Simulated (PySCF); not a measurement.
# C6H10BN (N-Ethyl-1,2-Azaborine): the cost of one run

Programs: PySCF 2.14.0, with density-fitted response routines of our own. Each step states its level of theory. These are calculated values for one molecule in the gas phase, unless marked as measured. Atoms are numbered from 0 throughout.

## (1) The molecule as given

18 atoms, charge 0, multiplicity 1; geometry from: GFN2-xTB.

Bonds of the start (Å): C0–C1 1.53, C1–N2 1.45, N2–B3 1.42, B3–C4 1.51, C4–C5 1.36, C5–C6 1.41, C6–C7 1.36, C7–N2 1.35, C0–H8 1.09, C0–H9 1.09, C0–H10 1.09, C1–H11 1.09, C1–H12 1.10, B3–H13 1.17, C4–H14 1.08, C5–H15 1.08, C6–H16 1.08, C7–H17 1.08.

## (2) Geometry optimisation at PBE0-D3(BJ)/def2-SVP

What the job is given:

```
{"job": {"xc": "PBE0", "basis": "def2-SVP", "d3": "d3bj", "grid": 1, "kind": "geom"}, "charge": 0, "multiplicity": 1}
C     -2.373176    -0.249740     0.663318
C     -1.607262     0.411303    -0.481802
N     -0.174892     0.262279    -0.307489
B      0.611530     1.247997     0.346764
C      2.078318     0.918951     0.509910
C      2.556934    -0.268207     0.040098
C      1.692048    -1.183122    -0.594958
C      0.370930    -0.895635    -0.743337
H     -2.083010     0.199439     1.610232
H     -2.153026    -1.314683     0.705599
H     -3.443478    -0.119396     0.524065
H     -1.842640     1.476744    -0.508082
H     -1.913900    -0.034316    -1.434829
H      0.092498     2.235752     0.708355
H      2.780171     1.589435     0.990810
H      3.601218    -0.540421     0.138181
H      2.076015    -2.119136    -0.970303
H     -0.294548    -1.598287    -1.231501
```

The run is started by

```bash
OMP_NUM_THREADS=1 python probes_run.py task.json out
```

One launch serves the whole session: the jobs run in the order shown.

**Question.** How long does this first job take on 1 thread of Arm Neoverse V2, shared host, and how much memory does it need?

About 51 s, with a peak of 0.67 GiB.
